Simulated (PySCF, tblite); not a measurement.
# C₃H₉NO₄S₂: geometry, infrared bands and NMR shifts

Aim: predict the infrared bands and NMR shifts of C₃H₉NO₄S₂ (`CN(S(C)(=O)=O)S(C)(=O)=O`).

Computed with tblite 0.8.0 and PySCF 2.14.0, with density-fitted response routines of our own, on a single molecule in the gas phase. Atoms are numbered from 0 throughout.

**1. The molecule as given**

19 atoms, charge 0, multiplicity 1; geometry from: force field or distance geometry start.

Bonds of the start (Å): C0–N1 1.46, N1–S2 1.68, S2–C3 1.80, S2–O4 1.44, S2–O5 1.45, N1–S6 1.67, S6–C7 1.79, S6–O8 1.45, S6–O9 1.45, C0–H10 1.10, C0–H11 1.08, C0–H12 1.10, C3–H13 1.08, C3–H14 1.08, C3–H15 1.11, C7–H16 1.09, C7–H17 1.09, C7–H18 1.09.

**2. Optimising the geometry with GFN2-xTB**

What the job is given:

```
{"job": {"kind": "relax", "xc": "GFN2-xTB", "basis": "xTB"}, "charge": 0, "multiplicity": 1}
C     -0.545900    -0.810700    -1.731600
N      0.147200    -0.448200    -0.498000
S     -0.540700    -0.971200     0.941900
C     -2.038100     0.017600     1.062000
O      0.312700    -0.630700     2.055800
O     -0.965300    -2.346700     0.749500
S      0.951800     1.018000    -0.549100
C      2.374700     0.807100     0.521200
O      1.471900     1.167400    -1.891900
O      0.078300     2.031400     0.010200
H     -1.126300    -1.738200    -1.632900
H      0.163600    -0.985900    -2.533000
H     -1.254300    -0.014100    -2.015400
H     -1.782700     1.049200     1.270200
H     -2.623300    -0.081900     0.155900
H     -2.617300    -0.385100     1.922100
H      3.084600     1.594700     0.272700
H      2.078400     0.903600     1.561000
H      2.820900    -0.166900     0.322100
```

The run is started by

```bash
$ OMP_NUM_THREADS=1 python probes_run.py task.json out
```

The driver reads the jobs from task.json and runs them one after another.

**Question.** This job is followed by: GFN2-xTB harmonic vibrations, gas phase; GIAO PBE0/pcSseg-1 NMR shielding, non-relativistic, gas phase. Predict these results of the whole session: strongest single infrared mode (GFN2-xTB); zero-point energy (GFN2-xTB); ¹³C shifts against TMS (PBE0/pcSseg-1, means over atoms taken as alike); ¹H shifts against TMS (PBE0/pcSseg-1, means over atoms taken as alike); ¹⁵N shifts against NH3 (PBE0/pcSseg-1); ³³S shifts against CS2 (PBE0/pcSseg-1, means over atoms taken as alike); ¹⁷O shifts against H2O (PBE0/pcSseg-1, means over atoms taken as alike); surface potential, 1st and 99th percentile.

The runs gave:

| quantity | value |
| --- | --- |
| strongest single infrared mode (GFN2-xTB) | 1288 cm⁻¹, 587 km/mol |
| zero-point energy (GFN2-xTB) | 84.5 kcal/mol |
| ¹³C shifts against TMS (PBE0/pcSseg-1, means over atoms taken as alike) | 47.1, 30.6 ppm |
| ¹H shifts against TMS (PBE0/pcSseg-1, means over atoms taken as alike) | 3.37, 3.20 ppm |
| ¹⁵N shifts against NH3 (PBE0/pcSseg-1) | 165.7 ppm |
| ³³S shifts against CS2 (PBE0/pcSseg-1, means over atoms taken as alike) | 302 ppm |
| ¹⁷O shifts against H2O (PBE0/pcSseg-1, means over atoms taken as alike) | 228.0 ppm |
| surface potential, 1st and 99th percentile | -1.37 V and 1.49 V |

In words: The optimisation took 97 steps and gained 0.283 eV; among the close pairs (by a distance rule), C3–H15 changed most, from 1.112 to 1.082 Å. All 51 modes are real, so the xTB geometry is a minimum. The strongest single mode, at 1288 cm⁻¹, has its largest shares on S2, O4, O5 and S6 (the list is cut at 4 atoms). GFN2-xTB is a fitted tight-binding method: band positions and strengths are rough. Its intensities can rank the bands wrongly. At PBE0/pcSseg-1: The widest tensor belongs to S2, S6: span 299 ppm, with a paramagnetic part of -853 ppm.
